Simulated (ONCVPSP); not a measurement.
# An ONCV potential for praseodymium, from input to tests

Do these settings give a usable potential? It is generated, then checked for transferability, scattering, ghosts and hardness.

Program: ONCVPSP 4.0.1. Reference atom: LDA (Perdew-Wang 92), fully relativistic, spherical and spin-unpolarised. All values are calculated.

### Step 1. Starting point

The settings as typed:

```
element                 : praseodymium (Pr, Z = 59)
type                    : optimised norm-conserving Vanderbilt (ONCV)
frozen core             : [Kr] 4d10
valence charge          : 13
reference configuration : 4f3 5s2 5p6 6s2
partial waves           : 5s+6s: rc 2.85 bohr, ncon 4, nbas 7, qcut 5 1/bohr, 2 projectors; 5p: rc 2.40 bohr, ncon 5, nbas 10, qcut 6.2 1/bohr, 2 projectors, debl 3.2 Ha; d scattering state at 0.17 Ha: rc 2.80 bohr, ncon 3, nbas 7, qcut 2.9 1/bohr, 3 projectors, debl 0.8 Ha; 4f: rc 1.20 bohr, ncon 4, nbas 9, qcut 12.6 1/bohr, 2 projectors, debl 3.3 Ha
local potential         : polynomial inside 0.75 bohr (lpopt 5, dvloc0 3 Ha)
core correction         : Teter function, fcfact 2.75, rcfact 1.3
```

### Step 2. The generation run

Contents of Pr.dat:

```
# ATOM AND REFERENCE CONFIGURATION
# atsym  z   nc   nv     iexc    psfile
  Pr 59.00    9    4  -001012      upf
#
#   n    l    f
    1    0    2.00
    2    0    2.00
    2    1    6.00
    3    0    2.00
    3    1    6.00
    3    2   10.00
    4    0    2.00
    4    1    6.00
    4    2   10.00
    4    3    3.00
    5    0    2.00
    5    1    6.00
    6    0    2.00
#
# PSEUDOPOTENTIAL AND OPTIMIZATION
# lmax
    3
#
#   l,   rc,      ep,       ncon, nbas, qcut
    0    2.85    0.00    4    7    5.00
    1    2.40    0.00    5   10    6.20
    2    2.80    0.17    3    7    2.90
    3    1.20    0.00    4    9   12.60
#
# LOCAL POTENTIAL
# lloc, lpopt,  rc(5),   dvloc0
    4    5    0.75    3.00
#
# VANDERBILT-KLEINMAN-BYLANDER PROJECTORs
# l, nproj, debl
    0    2    3.20
    1    2    3.20
    2    3    0.80
    3    2    3.30
#
# MODEL CORE CHARGE
# icmod, fcfact, rcfact
    3    2.75    1.30
#
# LOG DERIVATIVE ANALYSIS
# epsh1, epsh2, depsh
   -3.00    5.00    0.02
#
# OUTPUT GRID
# rlmax, drl
    6.00    0.01
#
# TEST CONFIGURATIONS
# ncnf
    4
# nvcnf
#   n    l    f
    4
    4    3    3.00
    5    0    2.00
    5    1    6.00
    6    0    1.00
#
    4
    4    3    3.00
    5    0    2.00
    5    1    6.00
    6    0    0.00
#
    4
    4    3    2.00
    5    0    2.00
    5    1    6.00
    6    0    0.00
#
    4
    4    3    3.00
    5    0    2.00
    5    1    6.00
    6    0    1.50
#
```

Command:

```console
$ oncvpspr.x < Pr.dat > Pr.out
```

**Question.** What will these runs give? Wanted: cutoffs for 1 and 0.1 mHa per electron, occupied waves; bound ghosts; GHOST(+) flags; largest phase difference near zero energy, channels read; rms error of d²Exc/dn², without and with the model core; projector energies reset by the program.

The runs gave:

| quantity | value |
| --- | --- |
| cutoffs for 1 and 0.1 mHa per electron, occupied waves | 74 Ha and 285 Ha |
| bound ghosts | s at -431.59 eV, p3/2 at -145.80 eV, d5/2 at -48.71 eV, p1/2 at -118.65 eV and 1 more |
| GHOST(+) flags | s at 68 eV |
| largest phase difference near zero energy, channels read | 0.001 rad |
| rms error of d²Exc/dn², without and with the model core | 12.46 and 7.82 mHa |
| projector energies reset by the program | d: 0.050, 0.850, 1.650 Ha |

**Reading.** It has a bound ghost (s, p3/2, d5/2, p1/2, d3/2), a state that the atom doesn't have, and that rules the file out. By its cutoff, 74 Ha for the looser tolerance, it is very hard. The tighter tolerance needs 285 Ha, and converged work needs a cutoff nearer that. At the looser tolerance the 4f wave is the slowest; 5p needs 12 Ha. Near zero energy the phases of the channels with partial waves agree within 0.001 rad. The pseudo curves have poles with no partner nearby in the atom's: d5/2 at -1.79 Ha, d3/2 at -1.58 Ha. The program also flags highly localised states, GHOST(+) (s). All of this concerns the isolated atom, not yet a solid.
